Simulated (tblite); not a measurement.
# C6H7NO2S: the cost of one run

Computed with tblite 0.8.0 (tight binding) and PySCF 2.14.0 (DFT, with response routines of our own); each step states its level. Atoms count from 0 throughout.

## (1) The starting structure

17 atoms, charge 0, multiplicity 1; geometry from: force field or distance geometry start.

Bonds of the start (Å): C0–C1 1.35, C0–H10 1.09, C0–H11 1.07, C1–C2 1.40, C1–H12 1.09, C2–C3 1.38, C2–N9 1.37, C3–H13 1.08, C3–O4 1.36, C5–N9 1.32, C5–S6 1.81, C7–H14 1.09, C7–H15 1.10, C7–H16 1.09, O4–C5 1.38, S6–C7 1.81, S6–O8 1.51.

## (2) GFN2-xTB relaxation, start minimum

What the job is given:

```
{"job": {"xc": "GFN2-xTB", "basis": "xTB", "kind": "relax"}, "charge": 0, "multiplicity": 1}
C      3.501400    -0.390500    -0.004400
C      2.654100     0.599100     0.356000
C      1.260500     0.570200     0.186800
C      0.352200     1.549700     0.539900
O     -0.889400     1.113200     0.191100
C     -0.675800    -0.122200    -0.385500
S     -2.008000    -1.140100    -1.079200
C     -3.339300    -0.471900    -0.057200
O     -1.763700    -2.563800    -0.639400
N      0.598600    -0.473300    -0.410700
H      3.120500    -1.293500    -0.482700
H      4.557000    -0.312600     0.168400
H      3.084100     1.473700     0.851900
H      0.415800     2.506400     1.026700
H     -3.104600    -0.569200     1.001000
H     -4.259300    -1.040200    -0.262200
H     -3.511100     0.576900    -0.309200
```

Command:

```sh
$ OMP_NUM_THREADS=1 python ens_run.py task.json out
```

One launch serves the whole session.

Q: Estimate the wall time of this first job on 1 thread of Arm Neoverse N1, shared host.

About 3.9 s.
